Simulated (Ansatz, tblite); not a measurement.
# NbSe(OH)3 (H₃NbO₃Se): charged states by level of theory

An exercise on one series of results from a longer session: the logs are not shown, and one member is left open.

Method: as each input shows; program: Ansatz 0.2.0, Gaussian basis.

Plan: charge +1 doublet, at the geometry of the singlet (PBE0-D4/def2-TZVP, PBE-D4/def2-TZVP, r2SCAN-D4/def2-TZVP, CCSD(T)/def2-SVP); the starting singlet's energies come from earlier runs.

### The geometry

The singlet was relaxed beforehand with r2SCAN-D4/def2-SVP.

8 atoms, charge 0, spin multiplicity 1.

Atoms are counted from 1 here; the program's logs count them from 0.

Bond lengths: Nb1–Se2 2.298 Å, Nb1–O3 1.887 Å, Nb1–O5 1.887 Å, Nb1–O7 1.887 Å, O3–H4 0.965 Å, O5–H6 0.965 Å, O7–H8 0.965 Å. Angles: Se2–Nb1–O3 110.1°, Se2–Nb1–O5 110.1°, Se2–Nb1–O7 110.1°, O3–Nb1–O5 108.9°, O3–Nb1–O7 108.9°, O5–Nb1–O7 108.9°, Nb1–O3–H4 133.3°, Nb1–O5–H6 133.5°, Nb1–O7–H8 133.4°.

Formally the metal is d0. Nb takes a core potential in the def2 sets. No spin-orbit coupling is included.

The first run:

Contents of in.yaml:

```yaml
crystal:
  periodic: [false, false, false]
  atoms:
    - {symbol: Nb, position_ang: [0.000046, 0.000565, 0.036953]}
    - {symbol: Se, position_ang: [0.032317, 0.025482, 2.334310]}
    - {symbol: O, position_ang: [1.740842, 0.274565, -0.637581]}
    - {symbol: H, position_ang: [2.599041, 0.414928, -0.218915]}
    - {symbol: O, position_ang: [-1.127169, 1.368193, -0.610451]}
    - {symbol: H, position_ang: [-1.665498, 2.043878, -0.180216]}
    - {symbol: O, position_ang: [-0.639908, -1.662331, -0.583906]}
    - {symbol: H, position_ang: [-0.939670, -2.465280, -0.140203]}
basis:
  gaussian: {orbitals: def2-SVP}
total_charge: 1
magnetization: {spin_polarized: true, initial_magnetization: 1}
hamiltonian: {xc: pbe0, dispersion: d4}
output: {orbitals: {seedname: orbitals}}
```

The run is started by

```sh
$ ansatz run in.yaml --threads 4 --pin off --events-out ev --progress --plain --max-ram 3916MiB
```

Among the steps run: Charge +1 doublet at the fixed geometry, first pass, PBE0-D4/def2-SVP; Charge +1 doublet at the fixed geometry, PBE0-D4/def2-TZVP; Charge +1 doublet at the fixed geometry, PBE-D4/def2-TZVP; Charge +1 doublet at the fixed geometry, r2SCAN-D4/def2-TZVP; Charge +1 doublet at the fixed geometry, CCSD(T)/def2-SVP.

One of the session's tables, all rows but one given; the rest of the session is left out.

It belongs to the step «Vertical ionisation energy». 

| method | vertical ionisation energy (eV) |
| --- | --- |
| HF/def2-SVP | 8.36 |
| PBE-D4/def2-TZVP | 9.17 |
| r2SCAN-D4/def2-TZVP | 9.24 |
| PBE0-D4/def2-TZVP | 9.25 |
| MP2/def2-SVP | 9.37 |
| CCSD/def2-SVP | ? |
| CCSD(T)/def2-SVP | 9.15 |

Estimate the missing values for CCSD/def2-SVP.

The run gave: vertical ionisation energy (eV): 9.10. In the column «vertical ionisation energy (eV)» it lies between HF/def2-SVP (8.36) and CCSD(T)/def2-SVP (9.15).
